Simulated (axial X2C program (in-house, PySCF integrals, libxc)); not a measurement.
# PdLi⁻: properties at the nuclei

Aim: properties at the nuclei of PdLi⁻, with spin–orbit coupling in the Hamiltonian from the start.

Program: an in-house X2C program for linear molecules on PySCF integrals. Level of theory: two-component X2C with atomic mean-field terms, Pd dyall-acv3z, Li dyall-av3z. These are calculated values, not measurements.

## 1. Set-up

File task.json:

```json
{
 "zs": [
  46,
  3
 ],
 "q": -1,
 "bas": [
  "dyall-acv3z",
  "dyall-av3z"
 ],
 "r0": 2.53,
 "levels": [
  "PBE0",
  "HF",
  "PBE50",
  "TPSSh",
  "LDA"
 ],
 "nst": 3
}
```

Keys: zs atomic numbers; q charge; bas basis sets; r0 starting distance in Å; levels methods (HF also brings MP2); nst determinants followed.

Started as:

```console
$ python soeom.py task.json out
```

The runs that follow: Expectation values, lowest determinant; Expectation values, a higher determinant; Expectation values, a higher determinant.

What does the calculation give? Wanted: lowest state; qzz Pd; qzz Li; higher state; Eeff magnitude; Ws magnitude Pd; A∥/gI Pd; qzz Pd; higher state.

As calculated:

```
                                  quantity                               value
                              lowest state                Ω = 0 (closed shell)
                       qzz Pd (a.u.), PBE0                                0.77
                       qzz Li (a.u.), PBE0                               -0.01
                              higher state       Ω = 1 (unpaired: 2 × ω = 1/2)
Eeff magnitude (GV/cm), PBE0, higher state                                1.25
 Ws magnitude Pd (kHz), PBE0, higher state                               0.676
        A∥/gI Pd (MHz), PBE0, higher state                                2350
         qzz Pd (a.u.), PBE0, higher state                                0.97
                              higher state  Ω = 2 (unpaired: ω = 1/2, ω = 3/2)
Eeff magnitude (GV/cm), PBE0, higher state                                2.47
 Ws magnitude Pd (kHz), PBE0, higher state                               0.666
        A∥/gI Pd (MHz), PBE0, higher state                                 990
         qzz Pd (a.u.), PBE0, higher state                                1.05
```

What this shows: The expectation values come from single determinants. Eeff is the effective electric field on the electron dipole moment in this Ω state and Ws the scalar–pseudoscalar constant (defined with the proton number Z and per Ω); A∥ is the parallel hyperfine constant, which follows by multiplying with the nuclear g factor gI = μI/(I μN); qzz is the electric field gradient, eQq0 = 234.96 MHz × Q/barn × qzz. The operators were transformed with the bare-nucleus X2C matrices.
